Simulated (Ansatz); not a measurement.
# Searching the electronic states of YbPb7Se8

Wanted: the lowest electronic state of YbPb7Se8 in this cell. One SCF may end in a higher state, so several starts are tried. YbPb₇Se₈ is taken as a supercell of a measured crystal with one cation replaced (not relaxed), 16 atoms in the cell. One Pb of COD entry 1538746 is replaced by Yb, with no charge compensation.

Program: Ansatz 0.2.0. Level of theory: DFT PBE+U, PAW, plane waves, scalar-relativistic; U − J = 3.7 eV on Yb f. These are calculated values, not measurements.

## 1. The starting structure

Symmetry: Fm-3m, No. 225, cubic system. The conventional cell has a = 12.234 Å, b = 12.234 Å, c = 12.234 Å, α = 90.00°, β = 90.00°, γ = 90.00°. Around Se (site symmetry 4mm) lie 5 Pb at 3.06 Å and 1 Yb at 3.06 Å. Around Se (site symmetry -43m) lie 6 Pb at 3.06 Å. Pb (site symmetry mmm) has 6 Se at 3.06 Å as nearest neighbours. Around Pb (site symmetry m-3m) lie 6 Se at 3.06 Å. Yb (site symmetry m-3m) has 6 Se at 3.06 Å as nearest neighbours.

Coordinates:

```xyz
16
Lattice="0.0000 6.1170 6.1170 6.1170 0.0000 6.1170 6.1170 6.1170 0.0000" Properties=species:S:1:pos:R:3 pbc="T T T"
Se    3.0585    3.0585    3.0585
Se    6.1170    6.1170    3.0585
Se    6.1170    3.0585    6.1170
Se    9.1755    6.1170    6.1170
Se    3.0585    6.1170    6.1170
Se    6.1170    9.1755    6.1170
Se    6.1170    6.1170    9.1755
Se    9.1755    9.1755    9.1755
Pb    0.0000    0.0000    0.0000
Pb    3.0585    3.0585    0.0000
Pb    3.0585    0.0000    3.0585
Pb    6.1170    3.0585    3.0585
Yb    0.0000    3.0585    3.0585
Pb    3.0585    6.1170    3.0585
Pb    3.0585    3.0585    6.1170
Pb    6.1170    6.1170    6.1170
```

Atoms are counted from 1 in the order of input.yaml (Pb16 and so on).

Planned first: usual moment, plain SCF; no spin polarisation; spin on, no moments given (the program may seed its own), plain SCF. Further starts follow from what these give.

A plain SCF has the search for lower states switched off and ends at the first converged state. 

Site moments are integrals over atomic spheres and don't add up to the total.

## 2. Usual moment, plain SCF

input.yaml

```yaml
crystal:
  lattice:
    - [0.0, 6.117, 6.117]
    - [6.117, 0.0, 6.117]
    - [6.117, 6.117, 0.0]
  atoms:
    - { symbol: Se, position: [0.25, 0.25, 0.25] }
    - { symbol: Se, position: [0.25, 0.25, 0.75] }
    - { symbol: Se, position: [0.25, 0.75, 0.25] }
    - { symbol: Se, position: [0.25, 0.75, 0.75] }
    - { symbol: Se, position: [0.75, 0.25, 0.25] }
    - { symbol: Se, position: [0.75, 0.25, 0.75] }
    - { symbol: Se, position: [0.75, 0.75, 0.25] }
    - { symbol: Se, position: [0.75, 0.75, 0.75] }
    - { symbol: Pb, position: [0.0, 0.0, 0.0] }
    - { symbol: Pb, position: [0.0, 0.0, 0.5] }
    - { symbol: Pb, position: [0.0, 0.5, 0.0] }
    - { symbol: Pb, position: [0.0, 0.5, 0.5] }
    - { symbol: Yb, position: [0.5, 0.0, 0.0], spin: 1.0 }
    - { symbol: Pb, position: [0.5, 0.0, 0.5] }
    - { symbol: Pb, position: [0.5, 0.5, 0.0] }
    - { symbol: Pb, position: [0.5, 0.5, 0.5] }
magnetization:
  spin_polarized: true
hamiltonian:
  xc: pbe
  pseudopotentials: { kind: paw }
  hubbard: { sites: [{ species: Yb, l: f, u_eff: 3.7 }] }
basis:
  ecutwfc: 420
kpoints:
  mp_grid: { grid: [2, 2, 2] }
scf:
  occupations: { method: fermi_dirac, width: 0.01 }
  lower_state_search: "off"
output:
  forces: true
  stress: true
```

The run is started by

```bash
> ansatz run input.yaml --threads 4 --pin off --max-ram 9216MiB --backend cpu --events-out ev --progress --plain --runs-dir out
```

Log (excerpt; [...] marks lines left out):

```text
Se: projections on atomic orbitals take those of the free atom [Ar] 3d10 4s2 4p4, of charge +0.00 (hamiltonian.pseudopotentials.projection_atoms); the dataset's partial waves leave at most 2.3e-6 of an orbital's norm unspanned inside its sphere
Pb: projections on atomic orbitals take those of the free atom [Xe 4f14] 5d10 6s2 6p2, of charge +0.00 (hamiltonian.pseudopotentials.projection_atoms); the dataset's partial waves leave at most 2.1e-5 of an orbital's norm unspanned inside its sphere
Yb: projections on atomic orbitals take those of the free atom [Kr 4d10] 4f14 5s2 5p6 5d0 6s2, of charge +0.00 (hamiltonian.pseudopotentials.projection_atoms); the dataset's partial waves leave at most 1.5e-4 of an orbital's norm unspanned inside its sphere
[...]
Pseudopotentials: kind: paw
Pseudopotential: Se, paw, valence charge 16, recommended cutoff 420 eV (normal), Se.paw.azcp
Pseudopotential: Pb, paw, valence charge 14, recommended cutoff 420 eV (normal), Pb.paw.azcp
Pseudopotential: Yb, paw, valence charge 24, recommended cutoff 420 eV (normal), Yb.paw.azcp
Functional definition: PBE
[...]
Crystal: 16 atoms, lattice volume = 457.768 Å³
Basis set: ecut = 420 eV, 8873 PW (Γ), exchange–correlation on 120×120×120 points (8 copies of the dense FFT grid, shifted against one another)
Bands: 151, of which v1, the nominal top of the filled ones, is band 125 counted from 1 (124 counted from 0)
Symmetry: 48 space group operations
Space group: Fm-3m (ITA 225), of the structure as read, at distance tolerance 7.7e-5 Å
[...]
spin-set hold released at iteration 6 (site moments contracting): the magnetisation degrees of freedom join the quasi-Newton model from the next iteration; the mixer history was flushed
[...]
SCF iter  15: F=-140903.672540 eV  HF=-140903.672540 eV  |F-HF|=1.90e-8  |Δ(HF+E_count)|=   1.66e-8  Δρ=6.60e-7 (↑5.93e-7 ↓6.60e-7)  dr2=1.09e-8  dr2_m=1.15e-11  M=0.000 μB ∫|m|=0.000 μB  ethr=4.00e-11  ⟨swp⟩=4.0  Hψ=3040  notcnv=0
WARN: the starting moments were not kept: the SCF closed with an absolute magnetisation of 4.9e-6 μB, where they sum to 1 μB in size (1 site). That is at most 0.1 of that sum. Measured as dr2_m measures the in/out step, that magnetisation stands 7.2e-13 eV from none, at or under the [...]
SCF converged after 15 iterations
Magnetization: 0.0000 μB (125.0000 up, 125.0000 down)
Absolute magnetization: 0.0000 μB (∫|ρ↑−ρ↓|, with the PAW one-centre terms)
Spin contamination: 0.0000 ħ² per cell (⟨S²⟩ above its minimum at these occupations)
[...]
Free energy (F): -140903.672540 eV
[...]
E sigma→0 (E₀):  -140903.672540 eV
Fermi energy:    9.287065 eV
[...]
--- Forces (eV/Å), atoms counted from 1 ---
  atom   1  Se    -0.39935434     0.00000000    -0.00000000
  atom   2  Se     0.00000000     0.39935434    -0.00000000
  atom   3  Se    -0.00000000     0.00000000     0.39935434
  atom   4  Se    -0.00000000    -0.00000000    -0.00000000
  atom   5  Se     0.00000000     0.00000000     0.00000000
  atom   6  Se    -0.00000000     0.00000000    -0.39935434
  atom   7  Se    -0.00000000    -0.39935434    -0.00000000
  atom   8  Se     0.39935434    -0.00000000    -0.00000000
[...]
--- Stress (GPa, compression-positive) ---
        2.041965       0.000000       0.000000
        0.000000       2.041965       0.000000
       -0.000000      -0.000000       2.041965
  P = ⅓ Tr σ = 2.0420 GPa (20.420 kbar)
Occupation matrices written to <dir>
```

Run time: 24 s. Hardware: 4 threads of Arm Neoverse N1, shared host; peak memory 1.6 GiB.

The state reached is non-magnetic, a gap of 0.36 eV on the k-mesh.

## 3. No spin polarisation

Edit input.yaml of step 2 so:

```diff
@@ -18,3 +18,3 @@
     - { symbol: Pb, position: [0.0, 0.5, 0.5] }
-    - { symbol: Yb, position: [0.5, 0.0, 0.0], spin: 1.0 }
+    - { symbol: Yb, position: [0.5, 0.0, 0.0] }
     - { symbol: Pb, position: [0.5, 0.0, 0.5] }
@@ -22,4 +22,2 @@
     - { symbol: Pb, position: [0.5, 0.5, 0.5] }
-magnetization:
-  spin_polarized: true
 hamiltonian:
@@ -38 +36,5 @@
   stress: true
+  write_density: true
+  write_potential: true
+  elf: true
+  volumetric_format: npy
```

The run is started by

```bash
> ansatz run input.yaml --threads 4 --pin off --max-ram 9216MiB --backend cpu --events-out ev --progress --plain --runs-dir out
```

Log (excerpt; [...] marks lines left out):

```text
[... 15 lines as in an earlier run ...]
Bands: 150, of which v1, the nominal top of the filled ones, is band 125 counted from 1 (124 counted from 0)
[... 10 lines as in an earlier run ...]
[...]
[... 2 lines as in an earlier run ...]
[...]
SCF iter   1: F=—  HF=-140904.758529 eV  |F-HF|=—  |Δ(HF+E_count)|=         —  Δρ=2.70e-2  dr2=4.82e0  ethr=1.93e-3  ⟨swp⟩=2.3  Hψ=2188  notcnv=0
[...]
SCF iter  14: F=-140903.672540 eV  HF=-140903.672540 eV  |F-HF|=4.13e-9  |Δ(HF+E_count)|=   4.64e-8  Δρ=1.56e-6  dr2=1.27e-8  ethr=4.00e-11  ⟨swp⟩=17.7  Hψ=4278  notcnv=0
[...]
SCF converged after 14 iterations
Free energy (F): -140903.672540 eV
[...]
E sigma→0 (E₀):  -140903.672540 eV
Fermi energy:    9.287100 eV
[... 44 lines left out: energy terms, forces, stress, bands ...]
Occupation matrices written to <dir>
```

Run time: 16 s. Hardware: 4 threads of Arm Neoverse N1, shared host; peak memory 1.3 GiB.

Nothing new: the 14 iterations lead to the state found in step 2 (non-magnetic).

## 4. Spin on, no moments given (the program may seed its own), plain SCF

Edit input.yaml of step 3 so:

```diff
@@ -40 +40,3 @@
   volumetric_format: npy
+magnetization:
+  spin_polarized: true
```

The run is started by

```bash
> ansatz run input.yaml --threads 4 --pin off --max-ram 9216MiB --backend cpu --events-out ev --progress --plain --runs-dir out
```

Log (excerpt; [...] marks lines left out):

```text
[... 26 lines as in an earlier run ...]
[...]
[... 2 lines as in an earlier run ...]
[...]
SCF iter   1: F=—  HF=-140904.727439 eV  |F-HF|=—  |Δ(HF+E_count)|=         —  Δρ=1.34e-2 (↑1.34e-2 ↓1.34e-2)  dr2=4.69e0  dr2_m=0.00e0  M=0.000 μB ∫|m|=0.000 μB  β_m=0.30  ethr=1.88e-3  ⟨swp⟩=2.3  Hψ=2160  notcnv=0
[...]
[... 1 line as in an earlier run ...]
[...]
SCF iter  17: F=-140903.672540 eV  HF=-140903.672540 eV  |F-HF|=4.66e-10  |Δ(HF+E_count)|=   9.40e-9  Δρ=2.26e-7 (↑2.26e-7 ↓2.26e-7)  dr2=9.55e-10  dr2_m=0.00e0  M=0.000 μB ∫|m|=0.000 μB  ethr=2.70e-12  ⟨swp⟩=5.7  Hψ=2583  notcnv=0
[...]
SCF converged after 17 iterations
an eigenvalue changed by more than its tolerance at an iteration that met the thresholds in force, so the SCF went on 1 time: the last check found none over its tolerance
Magnetization: 0.0000 μB (125.0000 up, 125.0000 down)
Absolute magnetization: 0.0000 μB (∫|ρ↑−ρ↓|)
Spin contamination: 0.0000 ħ² per cell (⟨S²⟩ above its minimum at these occupations)
[...]
Free energy (F): -140903.672540 eV
[...]
E sigma→0 (E₀):  -140903.672540 eV
Fermi energy:    9.287073 eV
[... 45 lines left out: energy terms, forces, stress, bands ...]
Occupation matrices written to <dir>
```

Run time: 23 s. Hardware: 4 threads of Arm Neoverse N1, shared host; peak memory 1.7 GiB.

Nothing new: the 17 iterations lead to the state found in step 2 (non-magnetic).

## 5. Usual moment scaled by 1.5, plain SCF

Edit input.yaml of step 4 so:

```diff
@@ -18,3 +18,3 @@
     - { symbol: Pb, position: [0.0, 0.5, 0.5] }
-    - { symbol: Yb, position: [0.5, 0.0, 0.0] }
+    - { symbol: Yb, position: [0.5, 0.0, 0.0], spin: 1.5 }
     - { symbol: Pb, position: [0.5, 0.0, 0.5] }
@@ -22,2 +22,4 @@
     - { symbol: Pb, position: [0.5, 0.5, 0.5] }
+magnetization:
+  spin_polarized: true
 hamiltonian:
@@ -36,7 +38 @@
   stress: true
-  write_density: true
-  write_potential: true
-  elf: true
-  volumetric_format: npy
-magnetization:
-  spin_polarized: true
```

The run is started by

```bash
> ansatz run input.yaml --threads 4 --pin off --max-ram 9216MiB --backend cpu --events-out ev --progress --plain --runs-dir out
```

Log (excerpt; [...] marks lines left out):

```text
[... 28 lines as in an earlier run ...]
Starting moments: Σ|m| = 1.5 μB on 1 of 16 sites
[... 2 lines as in an earlier run ...]
SCF iter   1: F=—  HF=-140905.918524 eV  |F-HF|=—  |Δ(HF+E_count)|=         —  Δρ=3.45e-2 (↑2.18e-2 ↓3.45e-2)  dr2=9.84e0  dr2_m=2.39e0  M=0.000 μB ∫|m|=0.105 μB  β_m=0.30  ethr=3.10e-3  ⟨swp⟩=6.3  Hψ=3328  notcnv=0  defer=10
[...]
[... 1 line as in an earlier run ...]
[...]
spin-set hold released at iteration 7 (site moments contracting): the magnetisation degrees of freedom join the quasi-Newton model from the next iteration; the mixer history was flushed
[...]
SCF iter  16: F=-140903.672540 eV  HF=-140903.672540 eV  |F-HF|=1.23e-7  |Δ(HF+E_count)|=   4.06e-8  Δρ=1.97e-6 (↑1.81e-6 ↓1.97e-6)  dr2=8.10e-8  dr2_m=5.67e-11  M=0.000 μB ∫|m|=0.000 μB  ethr=4.00e-11  ⟨swp⟩=3.0  Hψ=3776  notcnv=0
WARN: the starting moments were not kept: the SCF closed with an absolute magnetisation of 9.3e-6 μB, where they sum to 1.5 μB in size (1 site). That is at most 0.1 of that sum. Measured as dr2_m measures the in/out step, that magnetisation stands 2.5e-12 eV from none, at or under the [...]
SCF converged after 16 iterations
Magnetization: 0.0000 μB (125.0000 up, 125.0000 down)
Absolute magnetization: 0.0000 μB (∫|ρ↑−ρ↓|, with the PAW one-centre terms)
Spin contamination: 0.0000 ħ² per cell (⟨S²⟩ above its minimum at these occupations)
[...]
Free energy (F): -140903.672540 eV
[...]
E sigma→0 (E₀):  -140903.672540 eV
Fermi energy:    9.287068 eV
[... 40 lines left out: energy terms, forces, stress ...]
Occupation matrices written to <dir>
```

Run time: 25 s. Hardware: 4 threads of Arm Neoverse N1, shared host; peak memory 1.6 GiB.

Nothing new: the 16 iterations lead to the state found in step 2 (non-magnetic).

## 6. Comparing the starts

```
step  iterations  state  moments of Yb13 (μB)  total (μB)  gap (eV)  pressure (GPa)  above lowest (meV/atom)
   2          15      1                  0.00        0.00      0.36             2.0                      0.0
   3          14      1                  0.00        0.00      0.36             2.0                      0.0
   4          17      1                  0.00        0.00      0.36             2.0                      0.0
   5          16      1                  0.00        0.00      0.36             2.0                      0.0
```

States are numbered from the lowest. Starts by step: 2 usual moment, plain SCF; 3 no spin polarisation; 4 spin on, no moments given (the program may seed its own), plain SCF; 5 usual moment scaled by 1.5, plain SCF.

The 4 runs of this session took 88 s in all, from 16 s to 25 s each.

Decimal logarithm of the largest residual (eV) by iteration, counted through all cycles of a run:

```csv
iteration,step 2,step 3,step 4,step 5
1,1.0,0.7,0.7,1.0
2,0.5,1.1,0.2,0.5
3,-0.4,0.5,0.6,-0.2
4,-0.9,0.1,0.1,-0.5
5,-1.2,-0.4,0.4,-0.9
7,-1.7,-1.4,-0.3,-1.4
8,-0.8,-2.1,-1.4,-1.6
10,-3.5,-4.4,-1.8,-2.8
11,-5.3,-5.9,-2.2,-3.2
13,-6.5,-6.5,-3.9,-4.7
14,-6.9,-7.9,-5.2,-5.9
16,-,-,-8.2,-7.1
17,-,-,-9.0,-
```

## 7. Results

| quantity | value |
| --- | --- |
| distinct states | 1 from 4 converged runs |
| lowest state | non-magnetic |
| total moment | 0.00 μB per cell |
| gap on the k-mesh | 0.36 eV |
| pressure | 2.0 GPa |
| largest force | 0.399 eV/Å |

**Reading.** 4 runs converged, all to one state. Spin polarisation gains nothing here: every starting moment dies out. A lower state than any found can't be excluded.
